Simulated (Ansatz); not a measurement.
# CH4S2Si: the cost of one run

Program: the Python package of Ansatz 0.2.0. Level of theory: PBE0+D3(BJ)/def2-SVPD. These are calculated values, not measurements.

## 1. The system

Bond lengths: C1–S2 1.794 Å, S2–Si3 2.130 Å, Si3–S4 2.092 Å, C1–H5 1.151 Å, C1–H6 1.085 Å, C1–H7 1.081 Å, S4–H8 1.376 Å. Angles: C1–S2–Si3 102.0°, S2–C1–H5 107.6°, S2–C1–H6 112.4°, S2–C1–H7 113.9°, H5–C1–H6 102.5°, H5–C1–H7 106.8°, H6–C1–H7 112.6°, S2–Si3–S4 109.1°, Si3–S4–H8 94.3°.

The script holds or builds the structure itself.

## 2. The code

Input file ch4s2si_field.py:

```python
"""Response of CH4S2Si to a pair of distant point charges."""

from dataclasses import dataclass

import ansatz as az
from ase import Atoms
import numpy as np


@dataclass
class RunConfig:
    basis: str = "def2-SVPD"
    xc: str = "PBE0"
    dispersion: str = "d3bj"


cfg = RunConfig()


def main() -> None:
    atoms = Atoms(["C", "S", "Si", "S", "H", "H", "H", "H"], positions=[
        [0.2106, 1.2279, -0.3026],
        [-0.35, 0.494, 1.2349],
        [0.7278, -1.3426, 1.2676],
        [-0.0012, -2.5907, -0.2442],
        [-0.3323, 2.2354, -0.4267],
        [-0.1235, 0.672, -1.1723],
        [1.2701, 1.439, -0.3255],
        [-1.3092, -2.192, -0.0869],
    ])
    system = az.Crystal.molecule_from_ase(atoms)

    job = (
        system.calculation()
        .basis(gaussian=cfg.basis)
        .functional(cfg.xc, dispersion=cfg.dispersion)
        .forces()
    )
    # charges +q and -q at -R and +R make a nearly even field 2 k q / R^2 at the centre
    centre = np.mean([site.position_ang for site in system.cartesian_sites], axis=0)
    field = 2 * 14.399645 * 2.0 / 30.0 ** 2


    def dipole(axis, sign):
        arm = 30.0 * np.eye(3)[axis]
        pair = [{"charge": sign * 2.0, "position_ang": (centre - arm).tolist()}, {"charge": -sign * 2.0, "position_ang": (centre + arm).tolist()}]
        deck = job.input().set(az.key.basis.gaussian.point_charges, pair)
        return np.array(az.Session.from_dict(deck).plan().execute().report["charge_distribution"]["dipole_moment_e_ang"])


    print(f"field {field:.4f} V/A")
    alpha = np.array([(dipole(axis, 1) - dipole(axis, -1)) / (2 * field) * 14.399645 for axis in range(3)])
    print("polarisability tensor (A^3)")
    print(np.array2string(alpha, precision=3, suppress_small=True))
    print(f"mean {np.trace(alpha) / 3:.3f} A^3 = {np.trace(alpha) / 3 / 0.14818471:.2f} bohr^3")


if __name__ == "__main__":
    main()
```

## 3. What the engine is handed

The engine receives this input (first run):

```yaml
crystal:
  periodic: [false, false, false]
  atoms:
    - { symbol: C, position_ang: [0.2106, 1.2279, -0.3026] }
    - { symbol: S, position_ang: [-0.35, 0.494, 1.2349] }
    - { symbol: Si, position_ang: [0.7278, -1.3426, 1.2676] }
    - { symbol: S, position_ang: [-0.0012, -2.5907, -0.2442] }
    - { symbol: H, position_ang: [-0.3323, 2.2354, -0.4267] }
    - { symbol: H, position_ang: [-0.1235, 0.672, -1.1723] }
    - { symbol: H, position_ang: [1.2701, 1.439, -0.3255] }
    - { symbol: H, position_ang: [-1.3092, -2.192, -0.0869] }
basis:
  gaussian:
    orbitals: def2-SVPD
    point_charges:
      - { charge: 2.0, position_ang: [-29.9884625, -0.007125000000000048, -0.006962499999999944] }
      - { charge: -2.0, position_ang: [30.0115375, -0.007125000000000048, -0.006962499999999944] }
hamiltonian:
  xc: pbe0
  dispersion: d3bj
output:
  forces: true
```

## 4. Launch

Launch:

```
> python ch4s2si_field.py
```

Q: Estimate wall time and peak memory on 1 thread of Arm Neoverse V2, shared host.

About 31 s, with a peak of 0.37 GiB.
